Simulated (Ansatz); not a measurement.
# P: the cost of one run

Computed with Ansatz 0.2.0 (DFT LDA, scalar-relativistic, plane waves, PAW).

1 further run of the same task is left out (set aside as unsound or not needed).

**1. Starting point**

The structure is trigonal, space group R-3m (No. 166). The conventional cell has a = 3.427 Å, b = 3.427 Å, c = 8.735 Å, α = 90.00°, β = 90.00°, γ = 120.00°. P (site symmetry 3m) is surrounded by 6 P at 2.30 to 2.63 Å.

As a file:

```
P
1.0
     1.71329    0.98917    2.91156
    -1.71329    0.98917    2.91156
     0.00000   -1.97834    2.91156
P
2
Direct
  0.23402 0.23402 0.23402
  0.76598 0.76598 0.76598
```

It goes back to an entry of the Materials Project, which need not be the stable form.

This cell was relaxed beforehand with the same method: volume 14.80 Å³/atom, gap on the mesh none (metal).

**2. Relaxing with LDA**

input.yaml reads:

```yaml
crystal:
  lattice:
    - [1.7132924525, 0.9891698586, 2.9115578036]
    - [-1.7132924525, 0.9891698586, 2.9115578036]
    - [0.0, -1.9783397173, 2.9115578036]
  atoms:
    - { symbol: P, position: [0.2340199604, 0.2340199604, 0.2340199604] }
    - { symbol: P, position: [0.7659800396, 0.7659800396, 0.7659800396] }
basis:
  ecutwfc: 420
kpoints:
  mp_grid: { grid: [15, 15, 15] }
hamiltonian:
  xc: lda
scf:
  occupations: { method: gaussian, width: 0.1 }
output:
  forces: true
  stress: true
  eigenvalues: true
relax:
  adjacent_minimum: "off"
  f_tol: 0.005
  max_steps: 50
  cell: { stress_tol: 0.05 }
```

The run is started by

```bash
$ ansatz run input.yaml --threads 1 --pin off --max-ram 2560MiB --backend cpu --events-out ev --progress --plain --runs-dir out
```

**Question.** How long does this run take on 1 thread of Intel Xeon Platinum 8488C (Sapphire Rapids), shared host, and how much memory does it need?

About 33 s, with a peak of 0.52 GiB.
